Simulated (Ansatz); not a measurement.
**GeH− (singlet): from Hartree-Fock to the top rungs at distance Ge1–H2 = 2.583 Å, aug-cc-pVDZ**

The task here is to estimate one member of a computed series from the others.

Computed with Ansatz 0.2.0, Gaussian basis. Level: aug-cc-pVDZ, core rule «outside noble gas», up to 14 orbitals frozen.

The runs, in order: UHF; CCSD(T) on RHF; CCSD(T) on UHF; BCCD(T) on RHF; CISD; CCSDT(Q) on RHF; CCSDT(Q) on UHF; CASSCF and MRCISD+Q, 2 electrons in 2 orbitals; CASSCF and NEVPT2, 2 electrons in 2 orbitals; CASSCF and MRCISD+Q, 6 electrons in 5 orbitals; CASSCF and NEVPT2, 6 electrons in 5 orbitals; Full CI.

21 further runs of the same task are left out: 4 for a known fault of the program, 14 that didn't finish, 3 set aside as unsound or not needed.

## The system

The geometry derives from a PBE0/def2-TZVPD stationary point (not a proven minimum). One bond is set to the value named and the two fragments are kept rigid. No spin-orbit coupling is included. The filled d shell of Ge may be among the frozen orbitals whatever the setting's name suggests; the logs give the count.

2 atoms, charge -1, spin multiplicity 1.

Atoms are counted from 1 here; the program's logs count them from 0.

No contacts short enough for the rule that draws bonds.

Set-up of the first run:

Input file in.yaml:

```yaml
crystal:
  periodic: [false, false, false]
  atoms:
    - {symbol: Ge, position_ang: [0.000000, 0.000000, 0.000000]}
    - {symbol: H, position_ang: [0.000000, 0.000000, 2.583000]}
basis:
  gaussian: {orbitals: aug-cc-pVDZ}
total_charge: -1
magnetization: {spin_polarized: true, initial_magnetization: 0}
hamiltonian: {xc: hf}
output: {orbitals: {seedname: orbitals}}
```

Launch:

```sh
ansatz run in.yaml --threads 1 --pin off --events-out ev --progress --plain --max-ram 2393MiB
```

Among the steps run: UHF; CCSD(T) on RHF; CCSD(T) on UHF; BCCD(T) on RHF; CISD; CCSDT(Q) on RHF; CCSDT(Q) on UHF; CASSCF and MRCISD+Q, 2 electrons in 2 orbitals; CASSCF and NEVPT2, 2 electrons in 2 orbitals; CASSCF and MRCISD+Q, 6 electrons in 5 orbitals; CASSCF and NEVPT2, 6 electrons in 5 orbitals; Full CI.

One table of the session follows, with a row left open; its other results are not shown here.

```
          method  from FCI (kJ/mol)
             RHF             +353.4
            RMP2             +119.4
            CISD              +57.7
           RCCSD              +33.2
        RCCSD(T)              +16.7
         BCCD(T)              +16.8
          RCCSDT               +3.4
       RCCSDT(Q)               -0.6
  CASSCF valence                  ?
  NEVPT2 valence              +71.0
  MRCISD valence              +16.5
MRCISD+Q valence               -1.6
             FCI                  0
```

**Question.** Estimate the row for CASSCF valence.

The run gave: from FCI (kJ/mol): +235.7. In the column «from FCI (kJ/mol)» it lies between RMP2 (+119.4) and RHF (+353.4).

Among the levels timed on like hardware and quicker than the yardstick, those that no quicker one beats, quickest first: CISD (2.5 s, +57.7 kJ/mol); MRCISD+Q valence (3.9 s, -1.6 kJ/mol); RCCSDT(Q) (7.5 s, -0.6 kJ/mol).

Left out of the table: CASSCF pair, NEVPT2 pair, MRCISD pair, MRCISD+Q pair (the active space lost an orbital or holds another state than full CI finds).

Limits of these values: The report flags that the cluster equations may have other roots. The yardstick is full CI for this spin, exact in this basis with these frozen cores. Left out of the table: UHF, UMP2, UCCSD, UCCSD(T), UCCSDT, UCCSDT(Q) (another determinant or state than the rows shown). The program flags RCCSDT(Q) as in doubt, so those rows may rest on another solution; read them beside their warnings. RCCSDT(Q), MRCISD+Q valence fall below full CI, which methods that aren't variational can do. With 2.2 effectively unpaired electrons against 0 the state is strongly multireference. Of the multireference levels listed MRCISD+Q valence comes nearest in total energy (-1.6 kJ/mol), which doesn't show that its space is the better one. Warnings in the runs' records: large difference, passed over end, other roots.
